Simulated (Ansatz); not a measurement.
## MgB under changes of volume

One of the cells (12.133 Å³/atom); the others are scaled copies at fixed shape and fractional positions:

```
CELL_PARAMETERS angstrom
2.89515 0.00000 0.00000
0.00000 2.89515 0.00000
0.00000 0.00000 2.89515
ATOMIC_POSITIONS crystal
Mg 0.00000 0.00000 0.00000
B 0.50000 0.50000 0.50000
```

The cell was built by a generator and needn't be a form met in nature.

```yaml
Program: Ansatz 0.2.0
Functional: PBE
Potentials_or_basis: PseudoDojo standard (PBE files)
Cutoff: 1143 eV
Density_cutoff: 4572 eV
k_mesh: 9 × 9 × 9
Occupations: fermi-dirac, width 0.05 eV
Spin: no spin polarisation
```

| volume (Å³/atom) | energy over the lowest point (meV/atom) | pressure (GPa) |
| --- | --- | --- |
| 11.405 | 14.13 | 6.2 |
| 11.648 | 6.45 | 4.0 |
| 11.891 | ? | ? |
| 12.133 | 0.00 | 0.3 |
| 12.376 | 0.63 | -1.3 |
| 12.619 | 3.59 | -2.7 |
| 12.861 | 8.73 | -4.1 |

What does the run at 11.891 Å³/atom give?

Energy over the lowest point 1.86 meV/atom; pressure 2.1 GPa.

Worked out: A Birch-Murnaghan fit of order 3 (a polynomial in V^(-2/3)) to the other rows has its minimum at 12.19 Å³/atom with B0 = V·E''(V) = 82 GPa and B' = 3.3. It gives 1.84 meV/atom at 11.891 Å³/atom, against the run's 1.86, and -dE/dV = 2.1 GPa, against 2.1.

Energies are extrapolated to zero smearing.
